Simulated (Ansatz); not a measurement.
# TaTlN2: the cost of one run

Method: DFT r2SCAN, scalar-relativistic, plane waves, PAW, in Ansatz 0.2.0.

3 further runs of the same task are left out: 3 set aside as unsound or not needed. Runs told in other sessions of the task aren't counted.

### Step 1. The system as given

The structure is trigonal, space group R-3m (No. 166). Conventional cell: a = 3.139 Å, b = 3.139 Å, c = 17.388 Å, α = 90.00°, β = 90.00°, γ = 120.00°. Ta (site symmetry -3m) has 6 N at 2.10 Å in its first shell of neighbours. Cu (site symmetry -3m) is surrounded by 2 N at 1.85 Å. N (site symmetry 3m) has 1 Cu at 1.85 Å and 3 Ta at 2.10 Å in its first shell of neighbours.

Coordinates:

```cif
data_structure
_symmetry_space_group_name_H-M 'R-3m:H'
_symmetry_Int_Tables_number 166
_cell_length_a 3.1392
_cell_length_b 3.1392
_cell_length_c 17.3882
_cell_angle_alpha 90.000
_cell_angle_beta 90.000
_cell_angle_gamma 120.000
_cell_volume 148.40
loop_
_atom_site_label
_atom_site_type_symbol
_atom_site_symmetry_multiplicity
_atom_site_Wyckoff_symbol
_atom_site_fract_x
_atom_site_fract_y
_atom_site_fract_z
_atom_site_occupancy
Ta1 Ta 3 b 0.66667 0.33333 0.83333 1
Cu1 Cu 3 a 0.00000 0.00000 0.00000 1
N1 N 6 c 0.33333 0.66667 0.77278 1
```

It is the result of an earlier relaxation at this level (volume 12.37 Å³/atom; gap on the mesh: 0.75 eV).

### Step 2. Cu → Tl: the starting cell

The start of TaTlN2: fractional positions of relaxed TaCuN2, cell scaled by 1.019, a guess from tabulated radii.

### Step 3. Probe: one point at the start (TaTlN2)

Contents of input.yaml:

```yaml
crystal:
  lattice:
    - [1.5995299648, 0.9234890558, 5.9066251453]
    - [-1.5995299648, 0.9234890558, 5.9066251453]
    - [0.0, -1.8469781115, 5.9066251453]
  atoms:
    - { symbol: Ta, position: [0.5, 0.5, 0.5] }
    - { symbol: Tl, position: [0.0, 0.0, 0.0] }
    - { symbol: "N", position: [0.1061129121, 0.1061129121, 0.1061129121] }
    - { symbol: "N", position: [0.8938870879, 0.8938870879, 0.8938870879] }
basis:
  ecutwfc: 500
kpoints:
  mp_grid: { grid: [6, 6, 6] }
hamiltonian:
  xc: r2scan
scf:
  occupations: { method: gaussian, width: 0.1 }
output:
  forces: true
  stress: true
  eigenvalues: true
```

Started as:

```
> ansatz run input.yaml --threads 1 --pin off --max-ram 2560MiB --backend cpu --events-out ev --progress --plain --runs-dir out
```

Q: Estimate wall time and peak memory on 1 thread of Arm Neoverse V2, shared host.

About 5.3 s, with a peak of 0.46 GiB.
